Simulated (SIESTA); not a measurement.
Crystal: AgAu3.

```
CELL_PARAMETERS angstrom
4.12163 0.00000 0.00000
0.00000 4.12163 0.00000
0.00000 0.00000 4.12163
ATOMIC_POSITIONS crystal
Au 0.00000 0.00000 0.50000
Au 0.00000 0.50000 0.00000
Au 0.50000 0.00000 0.00000
Ag 0.50000 0.50000 0.50000
```

The cell comes from a database or a generator and needn't be the stable form of this composition.

```yaml
Program: SIESTA 5.4.2
Task: single point
Functional: PBEsol
Potentials_or_basis: PseudoDojo 0.4 standard (PBEsol files)
Basis: DZP (energy shift 0.003 Ry; two zetas on semicore shells)
Grid_cutoff: 800 Ry
Energy_shift: 0.003 Ry
k_mesh: 7 × 7 × 7
Occupations: fermi-dirac, width 0.05 eV
Spin: no spin polarisation
```

On this cell: pressure -4.1 GPa; largest force zero by symmetry; band gap on the k mesh none (metal or under the smearing width).

The same run follows on a disturbed copy (atoms moved at random, drawn with an rms of 0.05 Å):

```
Au Ag
1.0
     4.12163    0.00000    0.00000
     0.00000    4.12163    0.00000
     0.00000    0.00000    4.12163
Au Ag
3 1
Direct
  0.99797 0.99431 0.50813
  0.99142 0.49527 0.99821
  0.50142 0.99204 0.00169
  0.50327 0.49253 0.48907
```

Question: What changes?

Answer: The energy (extrapolated to zero smearing) moves by +4.6 meV/atom; pressure -4.0 GPa; largest force 0.360 eV/Å; band gap on the k mesh none (metal or under the smearing width).

Forces on the atoms (eV/Å):
```
Au   0.169  0.002 -0.196
Au   0.332 -0.068  0.013
Au  -0.248  0.059 -0.070
Ag  -0.255  0.006  0.254
```

Stress tensor (GPa, compression positive):
```
-4.05 -0.02 -0.11
-0.02 -4.04 -0.03
-0.11 -0.03 -4.03
```

Caveats: short orbitals over semicore shells can move pressures by several GPa; the basis of atomic orbitals isn't converged, which shifts pressures, moduli and gaps.
